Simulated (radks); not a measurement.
# Cl in [Ne] 3s2 3p5: an all-electron calculation

An exercise on one series of results from a longer session: the logs are not shown, and one member is left open.

Program: radks (a radial shooting solver on a logarithmic mesh, Libxc functionals) version 1. Level of theory: non-relativistic Kohn-Sham, PBE, spin-polarised, spherical densities, point nucleus; open shells are filled with parallel spins first. These are calculated values, not measurements, unless marked.

## Starting point

- element: chlorine (Z = 17)
- charge: 0
- electrons: 17
- configuration: [Ne] 3s2 3p5

The outer shells:

Cl
```
[Ne] core
3s [↑↓]
3p [↑↓][↑↓][↑ ]
```

Set-up of the first run:

Input:

```text
Z 17
configuration [Ne] 3s2 3p5 4s0 3d0
relativity non-relativistic
functional pbe,pbe
spin polarised
nucleus point
```

Among the steps run: Self-consistent calculation.

One of the session's tables, all rows but one given; the rest of the session is left out.

It belongs to the step «Radial structure». Sizes of the orbitals, from the radial functions (bohr):

```
  level      <r>  outermost maximum (interpolated)  90 % within  nodes
  1s up  0.09142                            0.0599        0.163      0
1s down  0.09141                            0.0599        0.163      0
  2s up   0.4464                             0.364        0.698      1
2s down   0.4463                             0.364        0.698      1
  2p up   0.4076                             0.302        0.677      0
2p down        ?                                 ?            ?      ?
  3s up    1.539                              1.29         2.34      2
3s down    1.545                              1.29         2.35      2
  3p up    1.831                              1.43         2.90      1
3p down    1.860                              1.43         2.97      1
```

**Question.** Estimate the row for 2p down.

**Answer.** <r>: 0.4076; outermost maximum (interpolated): 0.302; 90 % within: 0.676; nodes: 0.

Limits of these values: Open shells are spherical and high-spin; term and fine-structure splittings are not resolved.
